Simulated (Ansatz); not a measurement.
# EuZn2Si2: the cost of one run

All numbers below are computed with Ansatz 0.2.0 (DFT PBEsol, scalar-relativistic, plane waves, PAW).

### Step 1. Starting point

The cell holds 19 atoms (Eu3Si8Zn8): a = 5.873 Å, b = 5.873 Å, c = 10.135 Å, α = 90.00°, β = 90.00°, γ = 90.00°.

The coordinates of this cell stand in the input of its own run.

The host was relaxed before at PBEsol: a = 4.153 Å, b = 4.153 Å, c = 10.135 Å, α = 90.00°, β = 90.00°, γ = 90.00° (conventional cell), 17.481 Å³/atom.

Places, in fractions of the supercell: a vacancy on Eu at (0.000, 0.500, 0.500). Its neighbours start displaced at random, with a spread of 0.03 Å in each coordinate.

### Step 2. The perfect crystal in the supercell of 20 atoms

The input, input.yaml:

```yaml
crystal:
  lattice:
    - [4.1531680025, -4.1531680025, 0.0]
    - [-4.1531680025, -4.1531680025, 0.0]
    - [0.0, 0.0, -10.1345945621]
  atoms:
    - { symbol: Eu, position: [0.0, 0.5, 0.5], spin: 7.37 }
    - { symbol: Eu, position: [0.5, 0.5, 0.0], spin: 7.37 }
    - { symbol: Eu, position: [0.5, 1.0, 0.5], spin: 7.37 }
    - { symbol: Eu, position: [0.0, 1.0, 0.0], spin: 7.37 }
    - { symbol: Si, position: [0.0, 0.5, 0.8845495037] }
    - { symbol: Si, position: [0.5, 0.5, 0.3845495037] }
    - { symbol: Si, position: [0.5, 1.0, 0.8845495037] }
    - { symbol: Si, position: [0.0, 1.0, 0.3845495037] }
    - { symbol: Si, position: [0.0, 0.5, 0.1154504963] }
    - { symbol: Si, position: [0.5, 0.5, 0.6154504963] }
    - { symbol: Si, position: [0.5, 1.0, 0.1154504963] }
    - { symbol: Si, position: [0.0, 1.0, 0.6154504963] }
    - { symbol: Zn, position: [0.25, 0.25, 0.25] }
    - { symbol: Zn, position: [0.75, 0.25, 0.75] }
    - { symbol: Zn, position: [0.75, 0.75, 0.25] }
    - { symbol: Zn, position: [0.25, 0.75, 0.75] }
    - { symbol: Zn, position: [0.75, 0.25, 0.25] }
    - { symbol: Zn, position: [0.25, 0.25, 0.75] }
    - { symbol: Zn, position: [0.25, 0.75, 0.25] }
    - { symbol: Zn, position: [0.75, 0.75, 0.75] }
basis:
  ecutwfc: 420
  xc_grid: 2
kpoints:
  mp_grid: { grid: [4, 4, 2], shift: [0.5, 0.5, 0.5] }
hamiltonian:
  xc: pbesol
scf:
  occupations: { method: gaussian, width: 0.05 }
  lower_state_search: "off"
output:
  forces: true
  stress: true
  eigenvalues: true
  populations: true
  hubbard: { sites: [{ species: Eu, l: f }] }
  write_density: true
  write_potential: true
  elf: true
  volumetric_format: npy
magnetization:
  spin_polarized: true
```

Command:

```bash
$ ansatz run input.yaml --threads 8 --pin off --max-ram 14336MiB --backend cpu --events-out ev --progress --plain --runs-dir out
```

**Question.** How long does this run take on 8 threads of Intel Xeon Platinum 8259CL at 2.50GHz (Skylake/Cascade Lake), shared host, and how much memory does it need?

About 9.2 s, with a peak of 1.5 GiB.
